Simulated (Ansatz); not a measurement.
**NiGe: a single-point run**

Wanted: field gradients for NiGe.

Program: Ansatz 0.2.0. Level of theory: DFT, PBE, plane-wave PAW, default files, scalar-relativistic. These are calculated values, not measurements.

2 further runs of the same task are left out: 1 that didn't finish, 1 set aside as unsound or not needed.

**1. Starting point**

Symmetry: Pnma, No. 62, orthorhombic system. The conventional cell has a = 5.381 Å, b = 3.428 Å, c = 5.811 Å, α = 90.00°, β = 90.00°, γ = 90.00°. Ni (site symmetry m) is surrounded by 6 Ge at 2.33 to 2.49 Å. Ge (site symmetry m) has 6 Ni at 2.33 to 2.49 Å as nearest neighbours.

Structure file:

```xyz
8
Lattice="5.3810 0.0000 0.0000 0.0000 3.4280 0.0000 0.0000 0.0000 5.8110" Properties=species:S:1:pos:R:3 pbc="T T T"
Ni    5.3541    2.5710    1.1041
Ni    0.0269    0.8570    4.7069
Ni    2.7174    0.8570    4.0096
Ni    2.6636    2.5710    1.8014
Ge    4.3694    2.5710    3.3878
Ge    1.0116    0.8570    2.4232
Ge    3.7021    0.8570    0.4823
Ge    1.6789    2.5710    5.3287
```

**2. Running it**

The input, input.yaml:

```yaml
crystal:
  lattice:
    - [5.381, 0.0, 0.0]
    - [0.0, 3.428, 0.0]
    - [0.0, 0.0, 5.811]
  atoms:
    - { symbol: Ni, position: [0.995, 0.75, 0.19], spin: 1.5 }
    - { symbol: Ni, position: [0.005, 0.25, 0.81], spin: 1.5 }
    - { symbol: Ni, position: [0.505, 0.25, 0.69], spin: 1.5 }
    - { symbol: Ni, position: [0.495, 0.75, 0.31], spin: 1.5 }
    - { symbol: Ge, position: [0.812, 0.75, 0.583], spin: 2.0 }
    - { symbol: Ge, position: [0.188, 0.25, 0.417], spin: 2.0 }
    - { symbol: Ge, position: [0.688, 0.25, 0.083], spin: 3.0 }
    - { symbol: Ge, position: [0.312, 0.75, 0.917], spin: 1.0 }
magnetization:
  spin_polarized: true
kpoints:
  mp_grid: { grid: [9, 14, 8] }
scf:
  occupations: { method: fermi_dirac, width: 0.05 }
  n_extra_bands: 4
hamiltonian:
  xc: pbe
  pseudopotentials: { kind: paw }
output:
  forces: true
  stress: true
  populations: true
  efg:
    quadrupole_moments_barn: { Ni: 0.162, Ge: -0.196 }
    contact_densities: true
```

Run with:

```console
> ansatz run input.yaml --threads 1 --pin off --max-ram 3072MiB --backend cpu --events-out ev --progress --plain --runs-dir out
```

The log of the run:

```text
Error: inconsistent input (scf.n_extra_bands): n_bands = 68 cannot host the net starting moment |Σ_I m_I| = 14.0000 μB: with N_el = 128 the majority spin channel must hold (N_el + |M|)/2 = 71.0000 electrons at no more than one per band — at least 71 bands (68 bands cap the reachable moment at 2·n_bands − N_el = 8.0000 μB); raise scf.n_extra_bands until at least 71 bands are solved (omitted, it auto-derives to 86) or lower the seeds (crystal.atoms[].spin / magnetization.per_species / magnetization.initial_magnetization)
```

Run time: 0.06 s. Hardware: 1 thread of Intel Xeon Platinum 8488C (Sapphire Rapids), shared host; peak memory 0.096 GiB.

**3. Diagnosis**

Nothing was computed: the input was turned down at the start. It says: «inconsistent input (scf.n_extra_bands): n_bands = 68 cannot host the net starting moment |Σ_I m_I| = 14.0000 μB: with N_el = 128 the majority spin channel must hold (N_el + |M|)/2 = 71.0000 electrons at no more than one per band — ...»

Too few bands are solved: occupations with a smearing or a moment need empty bands above the filled ones.

Fix: leave the band count at its default.

**4. Summary of results**

| quantity | value |
| --- | --- |
| ending | refused |
| cause | too few bands |

What this shows: No usable result came of this input.
